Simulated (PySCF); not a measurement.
# [ReO3Cl]−: other spin states and a change of charge

How does [ReO3Cl]− respond at fixed geometry? The runs cover other spin states and a change of charge. The species was built from a template and needn't be a known compound.

Method: PBE, Re def2-SVP with ECP60, O def2-SVP, Cl def2-SVP; scalar-relativistic core potentials, no spin–orbit coupling; program: PySCF 2.14.0.

2 further runs of the same task are left out: 2 for a known fault of the program.

**1. The system as given**

5 atoms, charge -1, spin multiplicity 2.

Bond lengths: Re1–O2 1.753 Å, Re1–O3 1.746 Å, Re1–O4 1.753 Å, Re1–Cl5 2.434 Å. Angles: O2–Re1–O3 107.8°, O2–Re1–O4 120.6°, O2–Re1–Cl5 94.7°, O3–Re1–O4 107.8°, O3–Re1–Cl5 132.5°, O4–Re1–Cl5 94.7°.

As a file:

| atom | x (Å) | y (Å) | z (Å) |
| --- | --- | --- | --- |
| Re1 | 0.0000 | 0.1548 | -0.0394 |
| O2 | 1.5228 | 0.0140 | -0.8961 |
| O3 | 0.0000 | 1.6856 | 0.8002 |
| O4 | -1.5228 | 0.0140 | -0.8961 |
| Cl5 | 0.0000 | -2.1490 | 0.7450 |

Formal oxidation states: Re +6. An earlier session relaxed this geometry at PBE, Re def2-SVP with ECP60, O def2-SVP, Cl def2-SVP (doublet, point group Cs).

Its energy there is -763.713318 Eh.

**2. Multiplicity 4 at the relaxed geometry**

File run.py (the lines that set the calculation):

```python
mol = gto.M(atom='''
Re     0.00000     0.15481    -0.03941
O      1.52275     0.01401    -0.89611
O      0.00000     1.68562     0.80023
O     -1.52275     0.01401    -0.89611
Cl     0.00000    -2.14905     0.74496''',
    basis={'Re': 'def2-SVP', 'O': 'def2-SVP', 'Cl': 'def2-SVP'},
    ecp={'Re': 'def2-SVP'},
    charge=-1, spin=3)
mf = dft.UKS(mol, xc='PBE')
mf.grids.atom_grid = (50, 194)
mf = mf.density_fit()  # fitting sets: Re def2-universal-JKFIT, O def2-universal-JKFIT, Cl def2-universal-JKFIT
mf.conv_tol = 1e-08; mf.max_cycle = 55
mf.kernel(dm0)  # dm0: free metal ions and neutral atoms
```

Command:

```
> OMP_NUM_THREADS=2 python run.py
```

The log of the run:

```text
init E= -790.538873664224
cycle= 1 E= -756.511898231108  delta_E=   34  |g|= 2.94  |ddm|=  4.8
cycle= 2 E= -657.165462509053  delta_E= 99.3  |g|= 7.22  |ddm|= 22.7
cycle= 3 E= -758.998109128934  delta_E= -102  |g|= 2.84  |ddm|= 21.3
cycle= 4 E= -755.231418018732  delta_E= 3.77  |g|= 3.83  |ddm|= 5.87
cycle= 5 E= -761.561571381537  delta_E= -6.33  |g|= 2.07  |ddm|= 3.88
cycle= 6 E= -762.740383653825  delta_E= -1.18  |g|= 1.31  |ddm|= 2.59
cycle= 7 E= -763.491662455282  delta_E= -0.751  |g|= 0.419  |ddm|= 2.18
cycle= 8 E= -763.55307604256  delta_E= -0.0614  |g|= 0.181  |ddm|= 0.391
cycle= 9 E= -763.515219853612  delta_E= 0.0379  |g|= 0.324  |ddm|= 0.994
cycle= 10 E= -763.557772490572  delta_E= -0.0426  |g|= 0.122  |ddm|= 0.828
cycle= 11 E= -763.540434581326  delta_E= 0.0173  |g|= 0.226  |ddm|= 0.981
cycle= 12 E= -763.548880272777  delta_E= -0.00845  |g|= 0.185  |ddm|= 0.0807
cycle= 13 E= -763.565250410438  delta_E= -0.0164  |g|= 0.0817  |ddm|= 0.598
cycle= 14 E= -763.548422535657  delta_E= 0.0168  |g|= 0.165  |ddm|= 0.714
cycle= 15 E= -763.553754371958  delta_E= -0.00533  |g|= 0.142  |ddm|= 0.18
cycle= 16 E= -763.555083237012  delta_E= -0.00133  |g|= 0.135  |ddm|= 0.0327
cycle= 17 E= -763.562860227018  delta_E= -0.00778  |g|= 0.095  |ddm|= 0.211
cycle= 18 E= -763.565419443368  delta_E= -0.00256  |g|= 0.0815  |ddm|= 0.264
cycle= 19 E= -763.567337141621  delta_E= -0.00192  |g|= 0.0409  |ddm|= 0.234
cycle= 20 E= -763.56813276881  delta_E= -0.000796  |g|= 0.0324  |ddm|= 0.232
cycle= 21 E= -763.564982450916  delta_E= 0.00315  |g|= 0.0803  |ddm|= 0.322
...
cycle= 39 E= -763.568711893439  delta_E= -2.55e-07  |g|= 0.00047  |ddm|= 0.000375
cycle= 40 E= -763.568711816434  delta_E= 7.7e-08  |g|= 0.000636  |ddm|= 0.000259
cycle= 41 E= -763.568711836645  delta_E= -2.02e-08  |g|= 0.000613  |ddm|= 0.000172
cycle= 42 E= -763.568711948494  delta_E= -1.12e-07  |g|= 0.00042  |ddm|= 0.000244
cycle= 43 E= -763.568711898151  delta_E= 5.03e-08  |g|= 0.000547  |ddm|= 0.000225
cycle= 44 E= -763.568711991967  delta_E= -9.38e-08  |g|= 0.000355  |ddm|= 0.000231
cycle= 45 E= -763.568712051873  delta_E= -5.99e-08  |g|= 0.000168  |ddm|= 0.000252
cycle= 46 E= -763.568712051785  delta_E= 8.78e-11  |g|= 0.000209  |ddm|= 0.000178
cycle= 47 E= -763.568712070201  delta_E= -1.84e-08  |g|= 0.000127  |ddm|= 0.000155
cycle= 48 E= -763.568712078349  delta_E= -8.15e-09  |g|= 0.000101  |ddm|= 0.00014
cycle= 49 E= -763.56871207854  delta_E= -1.92e-10  |g|= 0.000138  |ddm|= 0.000145
cycle= 50 E= -763.568712079981  delta_E= -1.44e-09  |g|= 0.000151  |ddm|= 0.000128
cycle= 51 E= -763.568712085863  delta_E= -5.88e-09  |g|= 0.000132  |ddm|= 0.000115
cycle= 52 E= -763.568712078896  delta_E= 6.97e-09  |g|= 0.00019  |ddm|= 0.000137
cycle= 53 E= -763.568712086206  delta_E= -7.31e-09  |g|= 0.00016  |ddm|= 0.000103
cycle= 54 E= -763.568712103256  delta_E= -1.7e-08  |g|= 3.45e-05  |ddm|= 0.000199
cycle= 55 E= -763.568712100351  delta_E= 2.9e-09  |g|= 0.000109  |ddm|= 0.000166
SCF not converged.
macro= 0  E= -763.56871213389  delta_E= -3.35392e-08  |g|= 0.00010911  1 KF 8 JK
macro= 1  E= -763.568712133888  delta_E= 2.27374e-12  |g|= 1.22012e-05  1 KF 2 JK
macro X = 2  E=-763.568712133888  |g|= 1.22012e-05  total 3 KF 13 JK
converged SCF energy = -763.568712133888  <S^2> = 3.758615  2S+1 = 4.0043052
```

Run time: 23 s. Hardware: 2 threads of Arm Neoverse V2, shared host.

Read off: E = -763.568712 Eh (+3.935 eV from the relaxed state), HOMO 2.07 eV, LUMO -1.78 eV (over both spins), ⟨S²⟩ = 3.759, Mulliken charge on Re1 +0.48 e. The highest filled level lies above zero; it isn't the detachment energy. An empty level of one spin lies below a filled level of the other.

**3. One electron removed, multiplicity 1**

Changes to run.py (the lines that set the calculation) since step 2:

```diff
@@ -8,4 +8,4 @@
     ecp={'Re': 'def2-SVP'},
-    charge=-1, spin=3)
-mf = dft.UKS(mol, xc='PBE')
+    charge=0, spin=0)
+mf = dft.RKS(mol, xc='PBE')
 mf.grids.atom_grid = (50, 194)
@@ -13,2 +13,2 @@
 mf.conv_tol = 1e-08; mf.max_cycle = 55
-mf.kernel(dm0)  # dm0: free metal ions and neutral atoms
+mf.kernel(dm0)  # dm0: the density of the relaxed state
```

Command:

```
> OMP_NUM_THREADS=2 python run.py
```

The log of the run:

```text
init E= -763.704019994414
  HOMO = -0.0768732387356813  LUMO = 0.0423058740868148  gap/eV = 3.24303
cycle= 1 E= -763.58526989189  delta_E= 0.119  |g|= 0.367  |ddm|= 1.18
  HOMO = -0.322263346654151  LUMO = -0.278759892202207  gap/eV = 1.18379
cycle= 2 E= -763.140679878883  delta_E= 0.445  |g|= 1.47  |ddm|= 1.56
  HOMO = -0.330454738828267  LUMO = -0.23124276774472  gap/eV = 2.69970
cycle= 3 E= -763.607076308034  delta_E= -0.466  |g|= 0.294  |ddm|= 1.25
  HOMO = -0.308401214004995  LUMO = -0.210450243644698  gap/eV = 2.66538
cycle= 4 E= -763.610328565522  delta_E= -0.00325  |g|= 0.247  |ddm|= 0.328
  HOMO = -0.306973609116855  LUMO = -0.209064350339334  gap/eV = 2.66425
cycle= 5 E= -763.622420041407  delta_E= -0.0121  |g|= 0.078  |ddm|= 0.205
  HOMO = -0.303299864044366  LUMO = -0.208339953543987  gap/eV = 2.58399
cycle= 6 E= -763.622991115444  delta_E= -0.000571  |g|= 0.0473  |ddm|= 0.0966
  HOMO = -0.305303978124666  LUMO = -0.206953096972483  gap/eV = 2.67626
cycle= 7 E= -763.623665777747  delta_E= -0.000675  |g|= 0.0027  |ddm|= 0.0554
  HOMO = -0.305204474578104  LUMO = -0.206811124352751  gap/eV = 2.67742
cycle= 8 E= -763.623667464783  delta_E= -1.69e-06  |g|= 0.00047  |ddm|= 0.00266
  HOMO = -0.305193910446204  LUMO = -0.206791689954942  gap/eV = 2.67766
cycle= 9 E= -763.623667393919  delta_E= 7.09e-08  |g|= 0.000738  |ddm|= 0.000715
  HOMO = -0.305192373400541  LUMO = -0.20679023229507  gap/eV = 2.67766
cycle= 10 E= -763.623667501004  delta_E= -1.07e-07  |g|= 0.000182  |ddm|= 0.000566
  HOMO = -0.305188276555431  LUMO = -0.206788189819794  gap/eV = 2.67760
cycle= 11 E= -763.623667508386  delta_E= -7.38e-09  |g|= 2.18e-05  |ddm|= 0.000134
  HOMO = -0.305186109644214  LUMO = -0.206788443246438  gap/eV = 2.67754
Extra cycle  E= -763.623667506013  delta_E= 2.37e-09  |g|= 0.000107  |ddm|= 0.000106
converged SCF energy = -763.623667506013
```

It took 1.6 s on 2 threads of Arm Neoverse V2, shared host.

Read off: E = -763.623668 Eh (+2.440 eV from the relaxed state), HOMO -8.30 eV, LUMO -5.63 eV, Mulliken charge on Re1 +0.98 e. 

**4. One electron removed, multiplicity 3**

Changes to run.py (the lines that set the calculation) since step 3:

```diff
@@ -8,4 +8,4 @@
     ecp={'Re': 'def2-SVP'},
-    charge=0, spin=0)
-mf = dft.RKS(mol, xc='PBE')
+    charge=0, spin=2)
+mf = dft.UKS(mol, xc='PBE')
 mf.grids.atom_grid = (50, 194)
```

Command:

```
> OMP_NUM_THREADS=2 python run.py
```

The log of the run:

```text
init E= -763.713317517048
cycle= 1 E= -763.499313583021  delta_E= 0.214  |g|= 0.216  |ddm|= 0.723
cycle= 2 E= -763.377156966574  delta_E= 0.122  |g|= 0.554  |ddm|= 1.05
cycle= 3 E= -763.294380323361  delta_E= 0.0828  |g|= 0.719  |ddm|= 1.09
cycle= 4 E= -763.39580750639  delta_E= -0.101  |g|=  0.4  |ddm|= 0.926
cycle= 5 E= -763.488397302146  delta_E= -0.0926  |g|= 0.261  |ddm|= 0.849
cycle= 6 E= -763.515644657465  delta_E= -0.0272  |g|= 0.134  |ddm|= 0.353
cycle= 7 E= -763.510654400997  delta_E= 0.00499  |g|= 0.166  |ddm|= 0.588
cycle= 8 E= -763.522652634096  delta_E= -0.012  |g|= 0.0513  |ddm|= 0.435
cycle= 9 E= -763.521136553704  delta_E= 0.00152  |g|= 0.0768  |ddm|= 0.185
cycle= 10 E= -763.523365404753  delta_E= -0.00223  |g|= 0.037  |ddm|= 0.192
cycle= 11 E= -763.523454507651  delta_E= -8.91e-05  |g|= 0.0341  |ddm|= 0.011
cycle= 12 E= -763.523625259841  delta_E= -0.000171  |g|= 0.0285  |ddm|= 0.00674
cycle= 13 E= -763.523884754576  delta_E= -0.000259  |g|= 0.0157  |ddm|= 0.015
cycle= 14 E= -763.523994725425  delta_E= -0.00011  |g|= 0.00354  |ddm|= 0.015
cycle= 15 E= -763.523997018027  delta_E= -2.29e-06  |g|= 0.00283  |ddm|= 0.00968
cycle= 16 E= -763.524000895582  delta_E= -3.88e-06  |g|= 0.000955  |ddm|= 0.00324
cycle= 17 E= -763.524001275539  delta_E= -3.8e-07  |g|= 0.000273  |ddm|= 0.000688
cycle= 18 E= -763.524001309016  delta_E= -3.35e-08  |g|= 5.41e-05  |ddm|= 0.000315
cycle= 19 E= -763.524001308987  delta_E= 2.96e-11  |g|= 5.88e-05  |ddm|= 9.01e-05
Extra cycle  E= -763.52400084772  delta_E= 4.61e-07  |g|= 0.000992  |ddm|= 0.00188
SCF not converged.
...
  HOMO = -0.204977389459  LUMO = -0.203006007779  gap/eV = 0.05364
cycle= 48 E= -763.523878693487  delta_E= 3.62e-05  |g|= 0.013  |ddm|= 0.00673
  HOMO = -0.204948149729  LUMO = -0.203006206346  gap/eV = 0.05284
cycle= 49 E= -763.523886961059  delta_E= -8.27e-06  |g|= 0.0125  |ddm|= 0.00465
  HOMO = -0.204859328458  LUMO = -0.203059709512  gap/eV = 0.04897
cycle= 50 E= -763.523932961681  delta_E= -4.6e-05  |g|= 0.00772  |ddm|= 0.00545
  HOMO = -0.204996892455  LUMO = -0.202970771964  gap/eV = 0.05513
cycle= 51 E= -763.523918498469  delta_E= 1.45e-05  |g|= 0.0102  |ddm|= 0.00534
  HOMO = -0.204967699628  LUMO = -0.203034673798  gap/eV = 0.05260
cycle= 52 E= -763.523953177998  delta_E= -3.47e-05  |g|= 0.00595  |ddm|= 0.00478
  HOMO = -0.204779255673  LUMO = -0.203067370945  gap/eV = 0.04658
cycle= 53 E= -763.523971718717  delta_E= -1.85e-05  |g|= 0.00186  |ddm|= 0.00651
  HOMO = -0.205036033951  LUMO = -0.202994112289  gap/eV = 0.05556
cycle= 54 E= -763.523970317437  delta_E= 1.4e-06  |g|= 0.00391  |ddm|= 0.00659
  HOMO = -0.205014061379  LUMO = -0.20299231785  gap/eV = 0.05501
cycle= 55 E= -763.523975221086  delta_E= -4.9e-06  |g|= 0.00306  |ddm|= 0.00373
SCF not converged.
macro= 0  E= -763.523998900499  delta_E= -2.36794e-05  |g|= 0.00305852  2 KF 9 JK
macro= 1  E= -763.524001310187  delta_E= -2.40969e-06  |g|= 0.000226951  2 KF 9 JK
macro= 2  E= -763.524001310189  delta_E= -2.27374e-12  |g|= 2.53047e-05  1 KF 2 JK
macro X = 3  E=-763.524001310189  |g|= 2.53047e-05  total 6 KF 24 JK
converged SCF energy = -763.524001310189  <S^2> = 2.0063666  2S+1 = 3.0042414
```

Wall time 23 s (2 threads of Arm Neoverse V2, shared host).

It gives: E = -763.524001 Eh (+5.152 eV from the relaxed state), HOMO -5.59 eV, LUMO -8.24 eV (over both spins), ⟨S²⟩ = 2.006, Mulliken charge on Re1 +0.86 e. An empty level of one spin lies below a filled level of the other.

**5. Results**

| state | energy from the relaxed state (eV) | ⟨S²⟩ | time |
| --- | --- | --- | --- |
| charge -1, doublet, vacuum (relaxed) | 0 | 0.75 |  |
| charge 0, singlet, vacuum | 2.44 | 0.00 | 1.6 s |
| charge -1, quartet, vacuum | 3.93 | 3.76 | 23 s |
| charge 0, triplet, vacuum | 5.15 | 2.01 | 23 s |

An electron taken off or put on is at rest in vacuum. 

Removing an electron vertically costs 2.44 eV (singlet), against −HOMO = -0.74 eV. The quartet lies 3.93 eV above at this geometry. The bases are small and lack diffuse functions. Spin–orbit coupling is left out for this open shell, where it can reorder the states. Open shells may have lower solutions than the one found.
